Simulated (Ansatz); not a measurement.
# ClFH₄OSi₂ with the probe Li+: a probe moved round a molecule

Program: Ansatz 0.2.0. Level of theory: RKS PBE-D4/def2-SVP. These are calculated values, not measurements.

## 1. Starting geometry

9 atoms, charge 0, spin multiplicity 1.

Atoms are counted from 1 here; the program's logs count them from 0.

Bond lengths: O1–Si2 1.685 Å, O1–H6 0.977 Å, Si2–Si3 2.356 Å, Si2–H7 1.509 Å, Si2–H8 1.499 Å, Si3–F4 1.639 Å, Si3–Cl5 2.100 Å, Si3–H9 1.502 Å. Angles: Si2–O1–H6 112.5°, O1–Si2–Si3 104.7°, O1–Si2–H7 114.0°, O1–Si2–H8 107.3°, Si3–Si2–H7 107.6°, Si3–Si2–H8 113.9°, H7–Si2–H8 109.4°, Si2–Si3–F4 113.3°, Si2–Si3–Cl5 101.4°, Si2–Si3–H9 119.1°, F4–Si3–Cl5 108.1°, F4–Si3–H9 107.2°, Cl5–Si3–H9 107.0°.

As a file:

| atom | x (Å) | y (Å) | z (Å) |
| --- | --- | --- | --- |
| O1 | 0.8123 | 1.0792 | 1.4907 |
| Si2 | 1.1034 | -0.1223 | 0.3451 |
| Si3 | -1.0043 | -0.5595 | -0.6134 |
| F4 | -0.9132 | -1.1656 | -2.1336 |
| Cl5 | -1.8175 | 1.3735 | -0.7305 |
| H6 | 0.1694 | 1.7449 | 1.1790 |
| H7 | 2.0318 | 0.3015 | -0.7660 |
| H8 | 1.6958 | -1.2933 | 1.0695 |
| H9 | -1.9893 | -1.4047 | 0.1421 |

This geometry comes from a loose relaxation at PBE in a small basis, which is not shown.

## 4. The grid

The probe is moved over the plane through the molecule's long axis and the normal of its main plane (x and y are the axes of that plane, centred on the molecule).

- x of the probe's Li atom: 13 values from −5.76 to 5.76 Å
- z of the probe's Li atom: 11 values from −4.80 to 4.80 Å

Nothing else is relaxed (molecule and probe rigid). Energies count from molecule and probe far apart, each relaxed in its own basis (no counterpoise correction). Points are written as (first, second).

The probe Li+ moves over a plane: the plane through the molecule's long axis and the normal of its main plane. The molecule is turned into the frame of its main axes, as the inputs below show.

(The set-up runs are not shown.)

## 5. Point (5.76 Å, 1.92 Å)

Contents of input.yaml:

```yaml
crystal:
  periodic: [false, false, false]
  atoms:
    - { symbol: O, position_ang: [-2.355156, -0.247706, 0.054252] }
    - { symbol: Si, position_ang: [-1.265643, 1.011854, -0.199369] }
    - { symbol: Si, position_ang: [0.812939, 0.163884, 0.518423] }
    - { symbol: F, position_ang: [2.093552, 0.88957, -0.20254] }
    - { symbol: Cl, position_ang: [0.714307, -1.817602, -0.170766] }
    - { symbol: H, position_ang: [-1.980814, -1.120213, -0.175352] }
    - { symbol: H, position_ang: [-1.117679, 1.414313, -1.645643] }
    - { symbol: H, position_ang: [-1.749674, 2.185076, 0.598285] }
    - { symbol: H, position_ang: [1.109748, 0.101596, 1.988836] }
    - { symbol: Li, position_ang: [5.76, 0.0, 1.92] }
total_charge: 1
basis:
  gaussian: { orbitals: def2-SVP }
hamiltonian:
  xc: pbe
  dispersion: d4
output:
  forces: true
```

Started as:

```
$ ansatz run input.yaml --threads 1 --pin off --max-ram 2560MiB --backend cpu --events-out ev --progress --plain --runs-dir out
```

What time and memory should one allow on 1 thread of Arm Neoverse V2, shared host?

About 4.1 s, with a peak of 0.15 GiB.
